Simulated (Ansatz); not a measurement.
The system is Ge2Sb2Te5.

```
Te Sb Ge
1.0
     6.83914   -3.06601    0.00000
     6.83914    3.06601    0.00000
    -6.83098    0.00000    6.84761
Te Sb Ge
5 2 2
Cartesian
  5.4948 0.0000 2.6461
  9.5385 0.0000 1.3429
  0.0699 0.0000 0.0441
  -2.7069 0.0000 5.5452
  1.3918 0.0000 4.0888
  8.3181 0.0000 4.0255
  -1.3207 0.0000 2.8579
  2.6055 0.0000 1.2862
  6.7274 0.0000 0.0756
```

The cell comes from a database or a generator and needn't be the stable form of this composition.

Base run:

* Program: Ansatz 0.2.0
* Functional: HSE06
* Potentials or basis: Ansatz PAW
* Cutoff: 420 eV (not typed: the program's choice for these potentials)
* k mesh: 4 × 4 × 4
* Occupations: fermi-dirac, width 0.05 eV
* Spin: no spin polarisation

Its results: band gap on the k mesh 0.18 eV, direct; pressure -1.6 GPa; largest force 0.268 eV/Å.

Problem. The run is repeated on the same cell with these changes: functional from HSE06 to PBE0. What comes out?

Solution. Band gap on the k mesh 0.65 eV, direct; pressure -1.6 GPa; largest force 0.317 eV/Å.

Caveats: spin-orbit coupling is left out, which moves the levels of the heavy elements; the PAW data sets come from PBE, with cores solved anew for the run's functional, which leaves a small shift of forces and pressure; the thresholds are loose for stress.

A k mesh can miss the band edges.
